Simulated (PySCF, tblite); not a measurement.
# C5H12OSi: geometry, infrared bands and NMR shifts

Aim: predict the infrared bands and NMR shifts of C5H12OSi (`C=CCCC[SiH2]O`).

Computed with tblite 0.8.0 and PySCF 2.14.0, with density-fitted response routines of our own, on a single molecule in the gas phase. Atoms count from 0, in the outputs and in this text.

## Step 1: The molecule as given

19 atoms, charge 0, multiplicity 1; geometry from: force field or distance geometry start.

Bonds of the start (Å): C0–C1 1.35, C1–C2 1.49, C2–C3 1.48, C3–C4 1.50, C4–Si5 1.85, Si5–O6 1.72, C0–H7 1.10, C0–H8 1.10, C1–H9 1.08, C2–H10 1.14, C2–H11 1.09, C3–H12 1.11, C3–H13 1.13, C4–H14 1.10, C4–H15 1.12, Si5–H16 1.46, Si5–H17 1.48, O6–H18 0.98.

## Step 2: Geometry optimisation with GFN2-xTB

Job settings and geometry (Å):

```
{"job": {"kind": "relax", "xc": "GFN2-xTB", "basis": "xTB"}, "charge": 0, "multiplicity": 1}
C     -2.239900     0.349000     1.323500
C     -1.945800    -0.593300     0.409500
C     -1.126800    -0.160500    -0.761600
C      0.175100    -0.853400    -0.897500
C      1.116000    -0.702500     0.263800
Si     1.521600     1.089300     0.489300
O      3.184400     1.369900     0.818700
H     -2.827900     0.105100     2.218100
H     -1.896700     1.381600     1.156600
H     -2.266600    -1.613900     0.556800
H     -1.751400    -0.449000    -1.667000
H     -1.104200     0.928000    -0.737300
H      0.680500    -0.454500    -1.801100
H     -0.009500    -1.941700    -1.161100
H      0.719700    -1.166100     1.184600
H      2.086600    -1.221400     0.050700
H      1.190400     1.816000    -0.733000
H      0.729800     1.540600     1.654000
H      3.754900     0.585900     0.655800
```

Run with:

```console
> OMP_NUM_THREADS=1 python probes_run.py task.json out
```

This one command runs all jobs of the session in turn.

**Question.** This job is followed by: GFN2-xTB harmonic vibrations, gas phase; GIAO PBE0/pcSseg-1 NMR shielding, non-relativistic, gas phase. What will the session give for the following? strongest single infrared mode (GFN2-xTB); zero-point energy (GFN2-xTB); ¹³C shifts against TMS (PBE0/pcSseg-1); ¹H shifts against TMS (PBE0/pcSseg-1, means over atoms taken as alike); ²⁹Si shifts against TMS (PBE0/pcSseg-1); ¹⁷O shifts against H2O (PBE0/pcSseg-1).

The runs gave:

| quantity | value |
| --- | --- |
| strongest single infrared mode (GFN2-xTB) | 812 cm⁻¹, 373 km/mol |
| zero-point energy (GFN2-xTB) | 97.4 kcal/mol |
| ¹³C shifts against TMS (PBE0/pcSseg-1) | 146.9, 124.4, 39.9, 25.9, 17.1 ppm |
| ¹H shifts against TMS (PBE0/pcSseg-1, means over atoms taken as alike) | 5.88, 5.48, 5.45, 5.08, 1.95, 1.64, 1.00, 0.65 ppm |
| ²⁹Si shifts against TMS (PBE0/pcSseg-1) | -12.0 ppm |
| ¹⁷O shifts against H2O (PBE0/pcSseg-1) | 19.9 ppm |

What this shows: Relaxing lowered the energy by 0.580 eV in 123 steps; the close pair that moved most is Si5–O6, from 1.718 to 1.629 Å. All 51 modes are real, so the xTB geometry is a minimum. The strongest single mode, at 812 cm⁻¹, moves mainly H18. GFN2-xTB is a fitted tight-binding method: band positions and strengths are rough. Its intensities can rank the bands wrongly. C1 (alkene CH) lies farthest downfield among carbon, at 146.9 ppm; as expected for a trigonal carbon in a double bond. H9 (hydrogen on an alkene CH) lies farthest downfield among hydrogen, at 5.88 ppm; attached to an sp2 carbon and in the plane of the double bond. At PBE0/pcSseg-1: The widest tensor belongs to C1: span 232 ppm, with a paramagnetic part of -218 ppm.
